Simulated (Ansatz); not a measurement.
# CH6GaOSb: how energies converge with the basis set

An exercise on one series of results from a longer session: the logs are not shown, and one member is left open.

The runs use Ansatz 0.2.0, Gaussian basis; one geometry, several basis sets.

Levels to be run: PBE0-D4/def2-SVP; ωB97M-V/def2-SVP; PBE0-D4/def2-QZVPP; ωB97M-V/def2-QZVPP; the functionals' def2-TZVPP values are taken from earlier runs.

### Structure used throughout

All runs share one geometry, relaxed beforehand with PBE0-D4 in a triple-zeta def2 set. Sb takes the def2 core potential; no spin-orbit term is included.

SMILES `[CH3][Sb]([OH])[GaH2]`, 10 atoms, charge 0, spin multiplicity 1.

Atoms are counted from 1 here; the program's logs count them from 0.

Bond lengths: C1–Sb2 2.176 Å, C1–H5 1.092 Å, C1–H6 1.090 Å, C1–H7 1.090 Å, Sb2–O3 1.983 Å, Sb2–Ga4 2.641 Å, O3–H8 0.961 Å, Ga4–H9 1.576 Å, Ga4–H10 1.581 Å. Angles: Sb2–C1–H5 109.7°, Sb2–C1–H6 111.9°, Sb2–C1–H7 107.4°, H5–C1–H6 109.5°, H5–C1–H7 109.1°, H6–C1–H7 109.2°, C1–Sb2–O3 97.2°, C1–Sb2–Ga4 91.1°, O3–Sb2–Ga4 96.9°, Sb2–O3–H8 112.4°, Sb2–Ga4–H9 122.9°, Sb2–Ga4–H10 118.3°, H9–Ga4–H10 118.7°.

Set-up of the first run:

in.yaml reads:

```yaml
crystal:
  periodic: [false, false, false]
  atoms:
    - {symbol: C, position_ang: [-0.276423, 1.563327, 0.383746]}
    - {symbol: Sb, position_ang: [-0.302636, 0.275059, -1.369117]}
    - {symbol: O, position_ang: [-1.949777, -0.729867, -0.913629]}
    - {symbol: Ga, position_ang: [1.405697, -1.389716, -0.235446]}
    - {symbol: H, position_ang: [0.683543, 2.079379, 0.445855]}
    - {symbol: H, position_ang: [-0.449760, 1.003890, 1.302593]}
    - {symbol: H, position_ang: [-1.069926, 2.299811, 0.258366]}
    - {symbol: H, position_ang: [-1.836158, -1.286683, -0.139106]}
    - {symbol: H, position_ang: [2.959641, -1.131777, -0.204745]}
    - {symbol: H, position_ang: [0.835800, -2.683422, 0.471483]}
basis:
  gaussian: {orbitals: def2-SVP}
hamiltonian: {xc: pbe0, dispersion: d4}
output: {orbitals: {seedname: orbitals}}
```

Among the steps run: PBE0-D4 in def2-SVP; ωB97M-V in def2-SVP; PBE0-D4 in def2-QZVPP; ωB97M-V in def2-QZVPP.

One table of the session follows, with a row left open; its other results are not shown here.

It belongs to the step «Density functionals: the series». 

```
functional       basis  HOMO (eV)  LUMO (eV)
   PBE0-D4    def2-SVP      -6.43      -2.07
   PBE0-D4  def2-TZVPP      -6.50      -2.12
   PBE0-D4  def2-QZVPP      -6.51      -2.14
   ωB97M-V    def2-SVP          ?          ?
   ωB97M-V  def2-TZVPP      -8.46      -0.44
   ωB97M-V  def2-QZVPP      -8.47      -0.55
```

Q: Estimate the row for ωB97M-V, def2-SVP from the others.

The run gave: HOMO (eV): -8.36; LUMO (eV): -0.35. In the column «HOMO (eV)» it lies between ωB97M-V, def2-TZVPP (-8.46) and PBE0-D4, def2-QZVPP (-6.51).
